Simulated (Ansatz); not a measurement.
**CH7BOSi2: one species, many methods**

The task here is to estimate one member of a computed series from the others.

Program: Ansatz 0.2.0, Gaussian basis. Level of theory: functionals in def2-TZVPP, the program's frozen cores in correlated methods. These are calculated values, not measurements.

The runs, in order: PBE-D4, r2SCAN-D4, PBE0-D4, B3LYP-D4, ωB97X-V, ωB97M-V, B2PLYP; CCSD(T)/def2-TZVPP; MP2/def2-QZVPP; extrapolation to the limit.

### The geometry

The geometry comes from an earlier relaxation with PBE0-D4 in a triple-zeta def2 set; it is a stationary point, not always the lowest conformer.

12 atoms, charge 0, spin multiplicity 1.

Atoms are counted from 1 here; the program's logs count them from 0.

Bond lengths: C1–Si2 1.867 Å, C1–H6 1.094 Å, C1–H7 1.093 Å, C1–H8 1.092 Å, Si2–Si3 2.335 Å, Si2–B4 1.906 Å, Si2–O5 1.765 Å, Si3–H9 1.489 Å, Si3–H10 1.486 Å, Si3–H11 1.489 Å, B4–O5 1.340 Å, B4–H12 1.191 Å. Angles: Si2–C1–H6 109.9°, Si2–C1–H7 111.0°, Si2–C1–H8 110.9°, H6–C1–H7 107.9°, H6–C1–H8 108.2°, H7–C1–H8 108.8°, C1–Si2–Si3 113.6°, C1–Si2–B4 123.3°, C1–Si2–O5 111.8°, Si3–Si2–B4 122.8°, Si3–Si2–O5 110.8°, B4–Si2–O5 42.6°, Si2–Si3–H9 111.6°, Si2–Si3–H10 109.8°, Si2–Si3–H11 109.2°, H9–Si3–H10 109.2°, H9–Si3–H11 108.1°, H10–Si3–H11 109.0° and more.

As a file:

```mol
CH7BOSi2
  3D, bonds by distance, orders not assigned

 12 12  0  0  0  0  0  0  0  0999 V2000
   -1.8286   -0.1142    0.1190 C   0  0
   -0.0527    0.1424   -0.3968 Si  0  0
    1.4844   -0.9739    0.9610 Si  0  0
    0.4739    1.3604   -1.7644 B   0  0
    0.3531    1.8558   -0.5252 O   0  0
   -2.1045   -1.1653   -0.0033 H   0  0
   -1.9737    0.1504    1.1695 H   0  0
   -2.5023    0.4888   -0.4926 H   0  0
    1.2755   -0.6572    2.4013 H   0  0
    2.8674   -0.5930    0.5726 H   0  0
    1.3183   -2.4426    0.7815 H   0  0
    0.7662    1.8930   -2.7887 H   0  0
  1  2  8  0
  2  3  8  0
  2  4  8  0
  4  5  8  0
  1  6  8  0
  1  7  8  0
  1  8  8  0
  3  9  8  0
  3 10  8  0
  3 11  8  0
  4 12  8  0
  2  5  8  0
M  END
```

Set-up of the first run:

The input, in.yaml:

```yaml
crystal:
  periodic: [false, false, false]
  atoms:
    - {symbol: C, position_ang: [-1.828626, -0.114178, 0.118965]}
    - {symbol: Si, position_ang: [-0.052669, 0.142442, -0.396770]}
    - {symbol: Si, position_ang: [1.484381, -0.973888, 0.960968]}
    - {symbol: B, position_ang: [0.473942, 1.360390, -1.764389]}
    - {symbol: O, position_ang: [0.353103, 1.855836, -0.525174]}
    - {symbol: H, position_ang: [-2.104514, -1.165330, -0.003317]}
    - {symbol: H, position_ang: [-1.973746, 0.150447, 1.169459]}
    - {symbol: H, position_ang: [-2.502324, 0.488816, -0.492568]}
    - {symbol: H, position_ang: [1.275550, -0.657155, 2.401333]}
    - {symbol: H, position_ang: [2.867393, -0.593021, 0.572587]}
    - {symbol: H, position_ang: [1.318290, -2.442591, 0.781473]}
    - {symbol: H, position_ang: [0.766220, 1.893033, -2.788667]}
basis:
  gaussian: {orbitals: def2-TZVPP}
hamiltonian: {xc: pbe, dispersion: d4}
output: {forces: true, orbitals: {seedname: orbitals}}
```

The run is started by

```sh
$ ansatz run in.yaml --threads 4 --pin off --events-out ev --progress --plain --max-ram 10444MiB
```

Among the steps run: PBE-D4 (GGA); r2SCAN-D4 (meta-GGA); PBE0-D4 (hybrid); B3LYP-D4 (hybrid); ωB97X-V (range-separated); ωB97M-V (range-separated); B2PLYP (double hybrid); CCSD(T) in def2-TZVPP; MP2 in def2-QZVPP.

One of the session's tables, all rows but one given; the rest of the session is left out.

```
            method  atomisation energy (eV)
            PBE-D4                   44.790
         r2SCAN-D4                   44.565
           PBE0-D4                   44.212
          B3LYP-D4                   44.252
           ωB97X-V                   44.529
           ωB97M-V                   44.402
            B2PLYP                        ?
     HF/def2-TZVPP                   33.047
    MP2/def2-TZVPP                   43.608
   CCSD/def2-TZVPP                   42.485
CCSD(T)/def2-TZVPP                   43.101
           MP2/CBS                   44.723
       CCSD(T)/CBS                   44.216
```

**Question.** Estimate the row for B2PLYP.

**Answer.** atomisation energy (eV): 43.759. In the column «atomisation energy (eV)» it lies between MP2/def2-TZVPP (43.608) and PBE0-D4 (44.212).

Caveats from the session: Free atoms (1 C, 2 Si, 1 B, 1 O, 7 H) were run apart at each level; the atomisation energy is their sum less the molecule, without zero-point or spin-orbit terms.
